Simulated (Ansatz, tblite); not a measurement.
# GeEt(NMe2)3 (C8H23GeN3): rung by rung

How do method and basis change the picture of GeEt(NMe2)3 (C8H23GeN3) (singlet)?

The runs use Ansatz 0.2.0, Gaussian basis; as each input shows.

Plan: GFN1-xTB, GFN2-xTB, PBE-D4/def2-TZVP, r2SCAN-D4/def2-TZVP, PBE-D4/def2-SVP, PBE0-D4/def2-SVP, HF/STO-3G, HF/6-31G, B3LYP-D4/6-31G, MP2/def2-SVP.

3 further runs of the same task are left out: 2 that didn't finish, 1 set aside as unsound or not needed.

### Step 1. The geometry

The singlet was relaxed beforehand with r2SCAN-D4/def2-SVP.

35 atoms, charge 0, spin multiplicity 1.

Bond lengths: Ge1–C2 1.958 Å, Ge1–N9 1.836 Å, Ge1–N18 1.846 Å, Ge1–N27 1.847 Å, C2–C3 1.530 Å, C2–H4 1.103 Å, C2–H5 1.104 Å, C3–H6 1.102 Å, C3–H7 1.102 Å, C3–H8 1.102 Å, N9–C10 1.444 Å, N9–C11 1.444 Å, C10–H12 1.114 Å, C10–H13 1.101 Å, C10–H14 1.110 Å, C11–H15 1.101 Å, C11–H16 1.110 Å, C11–H17 1.113 Å and more. Angles: C2–Ge1–N9 115.2°, C2–Ge1–N18 109.1°, C2–Ge1–N27 109.0°, N9–Ge1–N18 103.1°, N9–Ge1–N27 103.1°, N18–Ge1–N27 117.5°, Ge1–C2–C3 111.5°, Ge1–C2–H4 110.5°, Ge1–C2–H5 106.5°, C3–C2–H4 111.2°, C3–C2–H5 110.7°, H4–C2–H5 106.2°, C2–C3–H6 111.8°, C2–C3–H7 111.7°, C2–C3–H8 111.1°, H6–C3–H7 107.6°, H6–C3–H8 107.6°, H7–C3–H8 106.9° and more.

PBE0-D4/def2-TZVP was run before; its log isn't repeated, and its numbers join the tables.

### Step 2. GFN1-xTB

Tight binding, by tblite at 300 K electronic temperature and without a spin-polarisation term:

```python
tblite.interface.Calculator('GFN1-xTB', numbers, positions, charge=0, uhf=0).singlepoint()
```

Energy -1101.8470 eV, HOMO -9.58 eV, LUMO -4.50 eV; 0.034 s.

### Step 3. GFN2-xTB

Tight binding, by tblite at 300 K electronic temperature and without a spin-polarisation term:

```python
tblite.interface.Calculator('GFN2-xTB', numbers, positions, charge=0, uhf=0).singlepoint()
```

Energy -1075.8771 eV, HOMO -8.93 eV, LUMO -3.47 eV; 0.019 s.

### Step 4. PBE-D4/def2-TZVP

start.molden holds the orbitals of an earlier run on this state, given as this run's starting guess.

in.yaml

```yaml
crystal:
  periodic: [false, false, false]
  atoms:
    - {symbol: Ge, position_ang: [-0.053180, 0.108212, 0.248179]}
    - {symbol: C, position_ang: [0.072293, -0.013370, 2.198145]}
    - {symbol: C, position_ang: [1.086191, -1.074700, 2.628718]}
    - {symbol: H, position_ang: [-0.920807, -0.208554, 2.637762]}
    - {symbol: H, position_ang: [0.376494, 0.985501, 2.556104]}
    - {symbol: H, position_ang: [1.179502, -1.131784, 3.725650]}
    - {symbol: H, position_ang: [0.804903, -2.076953, 2.266165]}
    - {symbol: H, position_ang: [2.086136, -0.855696, 2.221062]}
    - {symbol: N, position_ang: [1.554050, 0.228313, -0.632185]}
    - {symbol: C, position_ang: [2.302664, 1.463267, -0.619386]}
    - {symbol: C, position_ang: [2.356286, -0.938959, -0.912716]}
    - {symbol: H, position_ang: [3.130415, 1.457009, 0.125544]}
    - {symbol: H, position_ang: [1.638364, 2.308740, -0.382339]}
    - {symbol: H, position_ang: [2.765594, 1.662401, -1.608179]}
    - {symbol: H, position_ang: [1.742530, -1.849826, -0.839005]}
    - {symbol: H, position_ang: [2.784879, -0.895626, -1.935775]}
    - {symbol: H, position_ang: [3.214016, -1.048440, -0.211682]}
    - {symbol: N, position_ang: [-0.898420, 1.685309, -0.205687]}
    - {symbol: C, position_ang: [-1.960072, 2.211309, 0.618895]}
    - {symbol: C, position_ang: [-1.022033, 2.046793, -1.600099]}
    - {symbol: H, position_ang: [-1.981648, 3.318781, 0.572176]}
    - {symbol: H, position_ang: [-1.812899, 1.934483, 1.674558]}
    - {symbol: H, position_ang: [-2.972462, 1.858964, 0.316814]}
    - {symbol: H, position_ang: [-0.185455, 1.622528, -2.177573]}
    - {symbol: H, position_ang: [-1.970934, 1.694565, -2.062976]}
    - {symbol: H, position_ang: [-0.992022, 3.148016, -1.725036]}
    - {symbol: N, position_ang: [-0.771529, -1.462608, -0.405767]}
    - {symbol: C, position_ang: [-1.729574, -2.226411, 0.356417]}
    - {symbol: C, position_ang: [-0.931146, -1.611786, -1.835542]}
    - {symbol: H, position_ang: [-2.787131, -1.946429, 0.147908]}
    - {symbol: H, position_ang: [-1.561176, -2.106392, 1.437767]}
    - {symbol: H, position_ang: [-1.636816, -3.307973, 0.130363]}
    - {symbol: H, position_ang: [-0.178227, -1.010415, -2.369180]}
    - {symbol: H, position_ang: [-0.792715, -2.668751, -2.141232]}
    - {symbol: H, position_ang: [-1.936049, -1.299498, -2.197859]}
basis:
  gaussian: {orbitals: def2-TZVP, initial_orbitals: start.molden}
hamiltonian: {xc: pbe, dispersion: d4}
scf: {omitted_lower_state_checks: [starts]}
output: {forces: true, orbitals: {seedname: orbitals}}
```

Started as:

```bash
$ ansatz run in.yaml --threads 4 --pin off --events-out ev --progress --plain --max-ram 6963MiB
```

After this run come: r2SCAN-D4/def2-TZVP; PBE-D4/def2-SVP; PBE0-D4/def2-SVP; HF/STO-3G; HF/6-31G; B3LYP-D4/6-31G; MP2/def2-SVP.

Q: Predict the results of all the runs planned. Wanted: gap in def2-TZVP, named functionals, smallest and largest; correlation energy, MP2/def2-SVP; binding an atom, functionals in def2-TZVP; PBE0 total energy, smallest basis above largest.

**Answer**, as computed:

```
                                                 quantity                                 value
gap in def2-TZVP, named functionals, smallest and largest   4.32 eV (PBE-D4), 6.40 eV (PBE0-D4)
                         correlation energy, MP2/def2-SVP                             -51.88 eV
                binding an atom, functionals in def2-TZVP  3.92 (r2SCAN-D4) to 4.00 eV (PBE-D4)
          PBE0 total energy, smallest basis above largest        21.20 eV (def2-SVP, def2-TZVP)
```

**Reading.** Over the named functionals in def2-TZVP the gap runs from 4.32 eV (PBE-D4) to 6.40 eV (PBE0-D4); exact exchange widens it.
